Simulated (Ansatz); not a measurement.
# H5SbSi, SMILES [SiH3][SbH2]: a relaxed scan of one distance

Computed with the Ansatz DFT code, driven from Python.

The cells in order, each with its output:

```python
import ansatz as az
import numpy as np
```

```python
BASIS = "def2-SVP"
FUNCTIONAL = "HF"
```

```python
geometry = (
    az.Crystal.molecule()
    .atom("Si", (-0.6154, -0.5947, -0.4099))
    .atom("Sb", (1.1385, 0.1062, 1.2058))
    .atom("H", (-1.9277, -0.8691, 0.3017))
    .atom("H", (-0.1537, -1.7165, -1.1906))
    .atom("H", (-0.9185, 0.5599, -1.3608))
    .atom("H", (0.3746, 1.6825, 1.4953))
    .atom("H", (2.1635, 0.7637, -0.0873))
)
```

```python
job = (
    geometry.calculation()
    .basis(gaussian=BASIS)
    .functional(FUNCTIONAL)
)
symbols = [site.symbol for site in geometry.cartesian_sites]
pairs = [(0, 1), (0, 2), (0, 3), (0, 4), (1, 5), (1, 6)]
print("held (A)   E (eV)        ", "  ".join(f"{symbols[i]}{i}-{symbols[j]}{j}" for i, j in pairs))
for length in [1.33, 1.44, 1.56, 1.73, 1.95]:
    report = job.relax(constraints=[az.DistanceConstraint((0, 3), at=length)], force_tolerance=0.02, max_steps=60).run().report
    xyz = np.array(report["positions_ang"])
    print(f"{length:6.2f} {report['free_energy_ev']:14.5f}  ", "  ".join(f"{np.linalg.norm(xyz[i] - xyz[j]):.3f}" for i, j in pairs))
```

    held (A)   E (eV)         Si0-Sb1  Si0-H2  Si0-H3  Si0-H4  Sb1-H5  Sb1-H6
    DeckWarning: relax.constraints: the input's atoms, or those drawn, lie off the distances that are held; a relaxation that starts there is brought onto them ahead of its first SCF, by positions alone, an atom by 5.63e-2 Å at the most. With the symmetry [...]
      1.33   -14448.63419   2.605  1.484  1.330  1.483  1.700  1.701
      1.44   -14448.89706   2.602  1.483  1.440  1.481  1.701  1.701
      1.56   -14448.86305   2.600  1.481  1.560  1.480  1.701  1.701
      1.73   -14448.49245   2.596  1.479  1.730  1.478  1.702  1.700
      1.95   -14447.76208   2.591  1.478  1.950  1.477  1.703  1.700

Total energies depend on the basis set; only differences at equal settings carry meaning. Warnings are shown shortened and without file and line. The energies are electronic: no zero-point or thermal terms, and the basis set is short of its limit. def2 sets replace the cores of elements past krypton by effective core potentials. It ran for 26 s on 1 thread of Intel(R) Xeon(R) 6975P-C (Granite Rapids), on a shared host, peak memory 0.21 GiB.

(Lines on the test bed's own set-up are left out of the output.)
